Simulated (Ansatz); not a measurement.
# Ti3C2: the cost of one run

Method: DFT r2SCAN, scalar-relativistic, plane waves, PAW, in Ansatz 0.2.0.

1 further run of the same task is left out (set aside as unsound or not needed). Runs told in other sessions of the task aren't counted.

**1. The structure to begin with**

Symmetry: P6_3/mmc, No. 194, hexagonal system. Conventional cell: a = 3.064 Å, b = 3.064 Å, c = 15.119 Å, α = 90.00°, β = 90.00°, γ = 120.00°. Ti (site symmetry 3m) has 3 C at 2.06 Å in its first shell of neighbours. Around Ti (site symmetry -3m) lie 6 C at 2.19 Å. Around C (site symmetry 3m) lie 6 Ti at 2.06 to 2.19 Å.

Coordinates:

```cif
data_structure
_symmetry_space_group_name_H-M 'P 1'
_symmetry_Int_Tables_number 1
_cell_length_a 3.0640
_cell_length_b 3.0640
_cell_length_c 15.1185
_cell_angle_alpha 90.000
_cell_angle_beta 90.000
_cell_angle_gamma 60.000
_cell_volume 122.92
loop_
_atom_site_label
_atom_site_type_symbol
_atom_site_fract_x
_atom_site_fract_y
_atom_site_fract_z
_atom_site_occupancy
Ti1 Ti 0.33333 0.33333 0.84420 1
Ti2 Ti 0.66667 0.66667 0.34420 1
Ti3 Ti 0.66667 0.66667 0.15580 1
Ti4 Ti 0.33333 0.33333 0.65580 1
Ti5 Ti 0.00000 0.00000 0.00000 1
Ti6 Ti 0.00000 0.00000 0.50000 1
C1 C 0.66667 0.66667 0.91416 1
C2 C 0.33333 0.33333 0.41416 1
C3 C 0.66667 0.66667 0.58584 1
C4 C 0.33333 0.33333 0.08584 1
```

It goes back to an entry of the Materials Project, which need not be the stable form.

It is the result of an earlier relaxation at this level (volume 12.29 Å³/atom; gap on the mesh: none (metal)).

**2. The undisturbed cell**

File input.yaml:

```yaml
crystal:
  lattice:
    - [-3.0640472894, 0.0, 0.0]
    - [-1.5320236447, -2.653542791, 0.0]
    - [0.0, 0.0, 15.1185180878]
  atoms:
    - { symbol: Ti, position: [0.3333333333, 0.3333333333, 0.8441961019] }
    - { symbol: Ti, position: [0.6666666667, 0.6666666667, 0.3441961019] }
    - { symbol: Ti, position: [0.6666666667, 0.6666666667, 0.1558038981] }
    - { symbol: Ti, position: [0.3333333333, 0.3333333333, 0.6558038981] }
    - { symbol: Ti, position: [0.0, 0.0, 0.0] }
    - { symbol: Ti, position: [0.0, 0.0, 0.5] }
    - { symbol: C, position: [0.6666666667, 0.6666666667, 0.914162628] }
    - { symbol: C, position: [0.3333333333, 0.3333333333, 0.414162628] }
    - { symbol: C, position: [0.6666666667, 0.6666666667, 0.585837372] }
    - { symbol: C, position: [0.3333333333, 0.3333333333, 0.085837372] }
basis:
  ecutwfc: 500
kpoints:
  mp_grid: { grid: [14, 14, 3] }
hamiltonian:
  xc: r2scan
scf:
  occupations: { method: gaussian, width: 0.15 }
output:
  forces: true
  stress: true
  eigenvalues: true
```

On the command line:

```bash
> ansatz run input.yaml --threads 2 --pin off --max-ram 5120MiB --backend cpu --events-out ev --progress --plain --runs-dir out
```

Q: Estimate wall time and peak memory on 2 threads of Intel Xeon at 2.50GHz (Skylake/Cascade Lake), shared host.

About 32 s, with a peak of 0.88 GiB.
